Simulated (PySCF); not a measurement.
**[BiF2]+: forces at shaken geometries**

Aim: move all atoms of relaxed [BiF2]+ at random and read energies and forces. It is a constructed species; whether it can be made isn't addressed.

The runs use PySCF 2.14.0; PBE0, Bi def2-SVP with ECP60, F def2-SVP; scalar-relativistic core potentials, no spin–orbit coupling.

2 further runs of the same task are left out: 2 for a known fault of the program.

### Step 1. Where the work starts

3 atoms, charge 1, spin multiplicity 1.

Bond lengths: Bi1–F2 1.975 Å, Bi1–F3 1.975 Å. Angles: F2–Bi1–F3 95.4°.

Geometry (Å):

| atom | x (Å) | y (Å) | z (Å) |
| --- | --- | --- | --- |
| Bi1 | 0.0000 | 0.0000 | -0.4756 |
| F2 | 1.4602 | 0.0000 | 0.8539 |
| F3 | -1.4602 | 0.0000 | 0.8539 |

Formal oxidation states: Bi +3. An earlier session relaxed this geometry at PBE0, Bi def2-SVP with ECP60, F def2-SVP (singlet, point group C2v).

Its energy there is -413.678060 Eh.

### Step 2. Atoms moved at random, σ = 0.15 Å

Contents of run.py (the lines that set the calculation):

```python
mol = gto.M(atom='''
Bi    -0.32732     0.17982    -0.29550
F      1.56250    -0.33481     0.54549
F     -1.23518     0.15499     0.98232''',
    basis={'Bi': 'def2-SVP', 'F': 'def2-SVP'},
    ecp={'Bi': 'def2-SVP'},
    charge=1, spin=0)
mf = dft.RKS(mol, xc='PBE0')
mf.grids.atom_grid = (50, 194)
mf = mf.density_fit()  # fitting sets: Bi def2-universal-JKFIT, F def2-universal-JKFIT
mf.conv_tol = 1e-08; mf.max_cycle = 55
mf.kernel(dm0)  # dm0: the density of the relaxed state
```

The run is started by

```
> OMP_NUM_THREADS=2 python run.py
```

### Step 3. Atoms moved at random, σ = 0.03 Å

run.py (the lines that set the calculation): that of step 2 with these lines changed.

```diff
@@ -1,5 +1,5 @@
 mol = gto.M(atom='''
-Bi    -0.32732     0.17982    -0.29550
-F      1.56250    -0.33481     0.54549
-F     -1.23518     0.15499     0.98232''',
+Bi     0.02862     0.02970    -0.45404
+F      1.41656    -0.04844     0.85720
+F     -1.44518     0.01874     0.82915''',
     basis={'Bi': 'def2-SVP', 'F': 'def2-SVP'},
```

### Step 4. Atoms moved at random, σ = 0.06 Å

run.py (the lines that set the calculation): that of step 3 with these lines changed.

```diff
@@ -1,5 +1,5 @@
 mol = gto.M(atom='''
-Bi     0.02862     0.02970    -0.45404
-F      1.41656    -0.04844     0.85720
-F     -1.44518     0.01874     0.82915''',
+Bi    -0.07490     0.08864    -0.46434
+F      1.46362    -0.06448     0.79280
+F     -1.38872    -0.02416     0.90384''',
     basis={'Bi': 'def2-SVP', 'F': 'def2-SVP'},
```

Q: Predict the outcome of this session. Wanted: for each run, σ; energy rise; harmonic estimate −½ F·u; largest force component.

**Answer**, as computed:

| σ (Å) | energy rise (eV) | harmonic estimate −½ F·u (eV) | largest force component (eV/Å) |
| --- | --- | --- | --- |
| 0.15 | 5.110 | 6.403 | 27.13 |
| 0.03 | 0.075 | 0.074 | 1.92 |
| 0.06 | 0.106 | 0.095 | 2.13 |

Every displacement raises the energy. For a harmonic well the rise equals −½ F·u; the two differ by at most 25 % here (a move with σ = 0.15 Å), from anharmonicity, the grid and the small forces left at the relaxed point. The bases are small and lack diffuse functions. Spin–orbit coupling is left out.
